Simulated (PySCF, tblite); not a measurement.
# C₆H₁₆N₂Si: geometry, infrared bands and NMR shifts

Wanted: the infrared bands and NMR shifts of C₆H₁₆N₂Si (`CCN1[C@@H]([SiH3])CCN1C`), by calculation.

Programs: tblite 0.8.0 and PySCF 2.14.0, with density-fitted response routines of our own. Each step states its level of theory. These are calculated values for one molecule in the gas phase, unless marked as measured. Atoms are numbered from 0 throughout.

### Step 1. The starting structure

25 atoms, charge 0, multiplicity 1; geometry from: force field or distance geometry start.

Bonds of the start (Å): C0–C1 1.49, C1–N2 1.42, N2–C3 1.47, C3–Si4 1.85, C3–C5 1.50, C5–C6 1.52, C6–N7 1.47, N7–C8 1.43, N7–N2 1.39, C0–H9 1.11, C0–H10 1.09, C0–H11 1.12, C1–H12 1.10, C1–H13 1.13, C3–H14 1.11, Si4–H15 1.47, Si4–H16 1.47, Si4–H17 1.49, C5–H18 1.10, C5–H19 1.09, C6–H20 1.11, C6–H21 1.11, C8–H22 1.13, C8–H23 1.11, C8–H24 1.09.

### Step 2. Optimising the geometry with GFN2-xTB

The job: settings as JSON, then the geometry in Å.

```
{"job": {"kind": "relax", "xc": "GFN2-xTB", "basis": "xTB"}, "charge": 0, "multiplicity": 1}
C      2.673400    -0.382900     0.623000
C      1.333500    -0.893300     0.211600
N      0.222900    -0.026500     0.368500
C     -0.876600    -0.775200    -0.260000
Si    -1.440800    -2.226900     0.747100
C     -1.930000     0.265000    -0.489500
C     -1.032800     1.392200    -0.962100
N      0.279600     1.163600    -0.338000
C      0.501600     2.335900     0.446700
H      3.264300    -0.089700    -0.268500
H      2.675800     0.407200     1.379600
H      3.226600    -1.241300     1.073200
H      1.334300    -1.274000    -0.819700
H      1.129700    -1.798900     0.850300
H     -0.455100    -1.143600    -1.215800
H     -2.087800    -1.844400     2.013700
H     -0.363700    -3.179200     1.050200
H     -2.481200    -2.908400    -0.068800
H     -2.437400     0.472100     0.468500
H     -2.658100    -0.057900    -1.226800
H     -1.490300     2.345700    -0.628500
H     -0.961300     1.403800    -2.067700
H     -0.485500     2.748200     0.797300
H      0.912800     3.115600    -0.220800
H      1.135300     2.217000     1.324200
```

Run with:

```console
$ OMP_NUM_THREADS=1 python probes_run.py task.json out
```

One launch serves the whole session: the jobs run in the order shown.

**Question.** This job is followed by: GFN2-xTB harmonic vibrations, gas phase; GIAO PBE0/pcSseg-1 NMR shielding, non-relativistic, gas phase. Predict these results of the whole session: strongest single infrared mode (GFN2-xTB); zero-point energy (GFN2-xTB); ¹³C shifts against TMS (PBE0/pcSseg-1); ¹H shifts against TMS (PBE0/pcSseg-1, means over atoms taken as alike); ¹⁵N shifts against NH3 (PBE0/pcSseg-1); ²⁹Si shifts against TMS (PBE0/pcSseg-1).

**Answer**, as computed:

| quantity | value |
| --- | --- |
| strongest single infrared mode (GFN2-xTB) | 2232 cm⁻¹, 365 km/mol |
| zero-point energy (GFN2-xTB) | 132.4 kcal/mol |
| ¹³C shifts against TMS (PBE0/pcSseg-1) | 55.3, 52.8, 52.3, 49.6, 32.9, 18.2 ppm |
| ¹H shifts against TMS (PBE0/pcSseg-1, means over atoms taken as alike) | 3.95, 3.01, 2.61, 2.48, 2.47, 2.46, 2.19, 2.06, 2.05, 1.34 ppm |
| ¹⁵N shifts against NH3 (PBE0/pcSseg-1) | 137.3, 110.8 ppm |
| ²⁹Si shifts against TMS (PBE0/pcSseg-1) | -66.0 ppm |

Relaxing lowered the energy by 1.209 eV in 146 steps; the close pair that moved most is C3–Si4, from 1.855 to 1.902 Å. No mode is imaginary among the 69: a minimum at this level. The strongest single mode, at 2232 cm⁻¹, moves mainly H17. GFN2-xTB is a fitted tight-binding method: band positions and strengths are rough. Its intensities can rank the bands wrongly. At PBE0/pcSseg-1: The largest span, 165 ppm, is at N7, where the paramagnetic term is -165 ppm.
